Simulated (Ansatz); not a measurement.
Runs of Ansatz 0.2.0 on AlSn. Symmetry: P-6m2, No. 187, hexagonal system. The conventional cell has a = 4.198 Å, b = 4.198 Å, c = 3.307 Å, α = 90.00°, β = 90.00°, γ = 120.00°. Sn (site symmetry -6m2) has 6 Al at 2.93 Å and 2 Sn at 3.31 Å as nearest neighbours. Al (site symmetry -6m2) has 6 Sn at 2.93 Å and 2 Al at 3.31 Å as nearest neighbours. The cell comes from a database or a generator and needn't be the stable form of this composition.

| task | level | cell | cutoff (eV) | smearing | gap on the mesh (eV) | pressure (GPa) | V0 of scaled cells (Å³/atom) | B0 (GPa) |
| --- | --- | --- | --- | --- | --- | --- | --- | --- |
| band structure | LDA | as given | 175 | fermi-dirac 0.05 eV | - | -3.0 | - | - |
| equation of state | RPBE+D4 | as given | - | methfessel-paxton 0.2 eV | - | - | 24.10 | (b) |
| single point | LDA | as given | 175 | gaussian 0.02 eV | none | -3.0 | - | - |
| band structure | PBEsol | as given | 175 | fermi-dirac 0.05 eV | - | -1.8 | - | - |
| band structure | PBE | as given | 174 | fermi-dirac 0.05 eV | - | 0.2 | - | - |
| single point | RPBE | the cell as VASP's run set it | 174 | gaussian 0.02 eV | none | 1.5 | - | - |
| single point | PBEsol | the cell as VASP's run set it | 175 | gaussian 0.02 eV | none | -1.8 | - | - |
| equation of state | PBEsol | as given | - | fermi-dirac 0.05 eV | - | - | 24.38 | (a) |

Alike in all rows: potentials or basis all-electron LAPW, scalar-relativistic; no spin polarisation; k mesh 7 × 7 × 8; basis error allowed 0.001 eV/atom.

**Question.** Estimate the missing entries.

**Answer.** (a) 57; (b) 58.

Caveats: the cell was scaled at fixed shape and fractional positions, which overstates the stiffness of a crystal with free parameters, most of all of layers and chains (some runs).

A k mesh can miss the band edges, and the runs leave out spin-orbit coupling on Sn.

A gap of «none» marks a metal or a gap under the smearing width.

Not every run made on this cell is shown here.
